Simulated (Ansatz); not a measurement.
**SiGeH₅+ (SMILES [SiH2+][GeH3]): single points off equilibrium**

The task here is to estimate one member of a computed series from the others.

Computed with Ansatz 0.2.0, Gaussian basis. Level: single points in def2-TZVPP.

Correlated methods freeze the cores. Filled d shells of the heavier atoms are correlated.

## The system as given

SMILES `[SiH2+][GeH3]`, 7 atoms, charge 1, spin multiplicity 1.

Atoms are counted from 1 here; the program's logs count them from 0.

Bond lengths: Si1–Ge2 2.578 Å, Si1–H3 1.403 Å, Si1–H4 1.513 Å, Ge2–H5 1.678 Å, Ge2–H6 1.656 Å, Ge2–H7 1.501 Å. Angles: Ge2–Si1–H3 126.4°, Ge2–Si1–H4 118.0°, H3–Si1–H4 115.5°, Si1–Ge2–H5 103.3°, Si1–Ge2–H6 102.1°, Si1–Ge2–H7 95.9°, H5–Ge2–H6 107.3°, H5–Ge2–H7 117.4°, H6–Ge2–H7 125.9°.

As a file:

```
Si   -0.3631   -1.3934    0.1218
Ge    0.4459    1.0453   -0.0875
H    -0.1188   -2.2618    1.1963
H    -1.2478   -1.9454   -0.9741
H    -0.3650    1.6050   -1.4459
H    -0.2538    1.7585    1.2329
H     1.9018    0.7123   -0.2408
```

The first run:

Input file run/in.yaml:

```yaml
crystal:
  periodic: [false, false, false]
  atoms:
    - {symbol: Si, position_ang: [-0.363100, -1.393400, 0.121800]}
    - {symbol: Ge, position_ang: [0.445900, 1.045300, -0.087500]}
    - {symbol: H, position_ang: [-0.118800, -2.261800, 1.196300]}
    - {symbol: H, position_ang: [-1.247800, -1.945400, -0.974100]}
    - {symbol: H, position_ang: [-0.365000, 1.605000, -1.445900]}
    - {symbol: H, position_ang: [-0.253800, 1.758500, 1.232900]}
    - {symbol: H, position_ang: [1.901800, 0.712300, -0.240800]}
basis:
  gaussian: {orbitals: def2-TZVPP}
total_charge: 1
correlation: {method: ccsd_t}
output: {forces: true}
```

The command line of these runs was not kept.

Among the steps run: CCSD(T)/def2-TZVPP; PBE0-D4/def2-TZVPP; wB97M-V/def2-TZVPP; r2SCAN-D4/def2-TZVPP; PBE-D4/def2-TZVPP; B97M-V/def2-TZVPP; r2SCANh-D4/def2-TZVPP.

One of the session's tables, all rows but one given; the rest of the session is left out.

```
    method  RMS force component (eV/Å)  angle to CCSD(T) forces (°)
   CCSD(T)                       1.118                    reference
   PBE0-D4                       1.130                          3.2
   wB97M-V                           ?                            ?
 r2SCAN-D4                       1.131                          2.8
    PBE-D4                       1.108                          8.4
    B97M-V                       1.093                          2.7
r2SCANh-D4                       1.137                          1.7
```

Q: Estimate the row for wB97M-V from the others.

As computed: RMS force component (eV/Å): 1.124; angle to CCSD(T) forces (°): 2.2. In the column «RMS force component (eV/Å)» it lies between CCSD(T) (1.118) and PBE0-D4 (1.130).
